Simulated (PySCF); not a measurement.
# AsI (triplet): edits of the settings

Aim: run a base script for AsI (triplet), then edit it and compare.

The runs use PySCF 2.14.0; each script names its method and basis.

8 further runs of the same task are left out: 2 for a known fault of the program, 6 that didn't finish.

### 1 The system as given

AsI (triplet): 2 atoms, charge 0, spin multiplicity 3.

Bond lengths: As1–I2 2.485 Å.

### 2 The run that the others are compared with

input.py

```python
from pyscf import gto, scf
from pyscf.geomopt.geometric_solver import optimize

mol = gto.M(
    atom='As 0 0 0; I 0 0 2.485',
    basis='sbkjc',
    ecp={'As': 'sbkjc', 'I': 'sbkjc'},
    charge=0,
    spin=2,
    symmetry=True,
    verbose=3,
)
mf = scf.ROHF(mol)
mf.kernel()
mol_eq = optimize(mf, maxsteps=30)
print('optimised geometry (angstrom)')
print(mol_eq.tostring('raw'))
print('orbital energies (hartree):', mf.mo_energy[..., max(0, mol.nelec[1]-3):mol.nelec[0]+3].round(4))
```

Started as:

```
> OMP_NUM_THREADS=1 python input.py
```

Its log is not repeated here.

In short: at the starting geometry E(SCF) = -17.266418 Eh, optimised bond 2.627 Å in 5 steps; the optimisation lowers the energy by 0.113 eV.

The triplet is typed in the script; nothing here shows that it is the ground state.

### 3 Def2-svp

Edit 1 changes basis set: sbkjc → def2-svp. The core potential changes with it: totals don't compare.

input.py

```python
from pyscf import gto, scf
from pyscf.geomopt.geometric_solver import optimize

mol = gto.M(
    atom='As 0 0 0; I 0 0 2.485',
    basis='def2-svp',
    ecp={'I': 'def2-svp'},
    charge=0,
    spin=2,
    symmetry=True,
    verbose=3,
)
mf = scf.ROHF(mol)
mf.kernel()
mol_eq = optimize(mf, maxsteps=30)
print('optimised geometry (angstrom)')
print(mol_eq.tostring('raw'))
print('orbital energies (hartree):', mf.mo_energy[..., max(0, mol.nelec[1]-3):mol.nelec[0]+3].round(4))
```

Started as:

```
> OMP_NUM_THREADS=1 python input.py
```

**Question.** What will these runs give? Wanted: for each run, E(SCF); from base; after the SCF.

**Answer**, as computed:

```csv
run,E(SCF) (hartree),from base (eV),after the SCF
base,-17.266418,0,"bond 2.627 Å, -0.113 eV"
def2-svp,-2530.592568,not comparable,"bond 2.544 Å, -0.020 eV"
```

SCF columns refer to the geometry typed in the script.

The dearest run is “def2-svp”, at 11 s against 2.7 s.
